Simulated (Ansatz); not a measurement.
# C₂H₃BF₂: a ladder of functionals and wavefunction methods

An exercise on one series of results from a longer session: the logs are not shown, and one member is left open.

Computed with Ansatz 0.2.0, Gaussian basis. Level: functionals in def2-TZVPP, the program's frozen cores in correlated methods.

The runs, in order: LDA (SPW92), PBE-D4, revPBE-D4, BLYP-D4, r2SCAN-D4, B97M-V, PBE0-D4, B3LYP-D4, r2SCANh-D4, r2SCAN0-D4, HSE06-D4, BHLYP-D4, CAM-B3LYP-D4, LC-ωPBE, ωB97X-V, ωB97M-V, B2PLYP, PBE-QIDH; CCSD(T)/def2-SVP; CCSD(T)/def2-TZVPP; MP2/def2-QZVPP; extrapolation to the limit; RPA on PBE.

## The relaxed structure

All runs share one geometry, relaxed beforehand with PBE0-D4 in a triple-zeta def2 set.

SMILES `FB1CC1F`, 8 atoms, charge 0, spin multiplicity 1.

Atoms are counted from 1 here; the program's logs count them from 0.

Bond lengths: F1–B2 1.305 Å, B2–C3 1.517 Å, B2–C4 1.521 Å, C3–C4 1.559 Å, C3–H6 1.093 Å, C3–H7 1.084 Å, C4–F5 1.370 Å, C4–H8 1.088 Å. Angles: F1–B2–C3 146.2°, F1–B2–C4 149.8°, C3–B2–C4 61.7°, B2–C3–C4 59.3°, B2–C3–H6 110.5°, B2–C3–H7 131.5°, C4–C3–H6 115.4°, C4–C3–H7 117.2°, H6–C3–H7 112.6°, B2–C4–C3 59.0°, B2–C4–F5 124.8°, B2–C4–H8 119.8°, C3–C4–F5 119.3°, C3–C4–H8 111.9°, F5–C4–H8 111.1°.

The first run:

in.yaml reads:

```yaml
crystal:
  periodic: [false, false, false]
  atoms:
    - {symbol: F, position_ang: [-1.959157, 0.811037, 0.881611]}
    - {symbol: B, position_ang: [-0.812769, 0.468375, 0.359509]}
    - {symbol: C, position_ang: [0.566310, -0.110780, 0.615392]}
    - {symbol: C, position_ang: [-0.004007, -0.019894, -0.832990]}
    - {symbol: F, position_ang: [-0.254717, -1.172621, -1.528767]}
    - {symbol: H, position_ang: [0.487106, -1.092894, 1.089028]}
    - {symbol: H, position_ang: [1.521677, 0.365847, 0.802452]}
    - {symbol: H, position_ang: [0.547757, 0.693831, -1.442036]}
basis:
  gaussian: {orbitals: def2-TZVPP}
hamiltonian: {xc: lda}
output: {orbitals: {seedname: orbitals}}
```

Command:

```sh
$ ansatz run in.yaml --threads 2 --pin off --events-out ev --progress --plain --max-ram 4352MiB
```

Among the steps run: LDA; PBE-D4 (GGA); revPBE-D4 (GGA); BLYP-D4 (GGA); r2SCAN-D4 (meta-GGA); B97M-V (meta-GGA); PBE0-D4 (hybrid); B3LYP-D4 (hybrid); r2SCANh-D4 (hybrid); r2SCAN0-D4 (hybrid); HSE06-D4 (hybrid); BHLYP-D4 (hybrid); CAM-B3LYP-D4 (range-separated); LC-ωPBE (range-separated); ωB97X-V (range-separated); ωB97M-V (range-separated); B2PLYP (double hybrid); PBE-QIDH (double hybrid).

One table of the session follows, with a row left open; its other results are not shown here.

It belongs to the step «Orbital energies across the functionals». 

```
  functional  HOMO (eV)  gap (eV)
 LDA (SPW92)      -6.34      3.79
      PBE-D4      -6.18      3.93
   revPBE-D4      -6.11      3.98
     BLYP-D4      -6.12      4.00
   r2SCAN-D4          ?         ?
      B97M-V      -6.55      4.67
     PBE0-D4      -7.66      6.44
    B3LYP-D4      -7.47      6.00
  r2SCANh-D4      -7.01      5.47
  r2SCAN0-D4      -7.84      6.83
    HSE06-D4      -7.25      5.64
    BHLYP-D4      -9.09      8.97
CAM-B3LYP-D4      -9.15      9.07
     LC-ωPBE     -10.47     11.66
     ωB97X-V     -10.10     11.20
     ωB97M-V      -9.98     10.88
```

Q: Estimate the row for r2SCAN-D4 from the others.

Worked estimate for «HOMO (eV)». Against the share of exact exchange, r2SCANh-D4 (0.1, -7.01), r2SCAN0-D4 (0.25, -7.84) give a slope of -5.53 per unit share; at 0 the line stands at -6.46.

As computed: HOMO (eV): -6.45; gap (eV): 4.56. In «HOMO (eV)» the line misses by -0.01.
